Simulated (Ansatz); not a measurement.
# SrMg: the cost of one run

Computed with Ansatz 0.2.0 (DFT r2SCAN, scalar-relativistic, plane waves, PAW, unless a step's input says otherwise).

**1. The system as given**

It takes space group Pm-3m (No. 221, cubic). The conventional cell has a = 3.900 Å, b = 3.900 Å, c = 3.900 Å, α = 90.00°, β = 90.00°, γ = 90.00°. Sr (site symmetry m-3m) has 8 Mg at 3.38 Å in its first shell of neighbours. Around Mg (site symmetry m-3m) lie 8 Sr at 3.38 Å.

Structure file:

```cif
data_structure
_symmetry_space_group_name_H-M 'P 1'
_symmetry_Int_Tables_number 1
_cell_length_a 3.9000
_cell_length_b 3.9000
_cell_length_c 3.9000
_cell_angle_alpha 90.000
_cell_angle_beta 90.000
_cell_angle_gamma 90.000
_cell_volume 59.32
loop_
_atom_site_label
_atom_site_type_symbol
_atom_site_fract_x
_atom_site_fract_y
_atom_site_fract_z
_atom_site_occupancy
Sr1 Sr 0.50000 0.50000 0.50000 1
Mg1 Mg 0.00000 0.00000 0.00000 1
```

No relaxation comes first: the listed cell is the starting point.

**2. Zero of energy**

The reference gives a free energy of -5481.3714 eV, pressure 6.65 GPa, largest force 0.000 eV/Å and gap on the mesh none (metal). It was computed beforehand with the settings of the runs below.

**3. The scan: energy and stress against strain**

The cell is strained by ε times the Voigt pattern (0, 1, 0, 0, 0, 0) (xx, yy, zz, yz, xz, xy; engineering shear), with fractional coordinates fixed (clamped ions). The stress on the pattern is the sum of the stress components weighted by it, tension positive.

**4. At ε = -0.1500**

File input.yaml:

```yaml
crystal:
  lattice:
    - [3.9, 0.0, 0.0]
    - [0.0, 3.315, 0.0]
    - [0.0, 0.0, 3.9]
  atoms:
    - { symbol: Sr, position: [0.5, 0.5, 0.5] }
    - { symbol: Mg, position: [0.0, 0.0, 0.0] }
basis:
  ecutwfc: 500
kpoints:
  mp_grid: { grid: [12, 12, 12] }
hamiltonian:
  xc: r2scan
scf:
  occupations: { method: gaussian, width: 0.15 }
output:
  forces: true
  stress: true
  eigenvalues: true
```

Started as:

```console
$ ansatz run input.yaml --threads 1 --pin off --max-ram 2560MiB --backend cpu --events-out ev --progress --plain --runs-dir out
```

What time and memory should one allow on 1 thread of Arm Neoverse V1, shared host?

About 21 s, with a peak of 0.51 GiB.
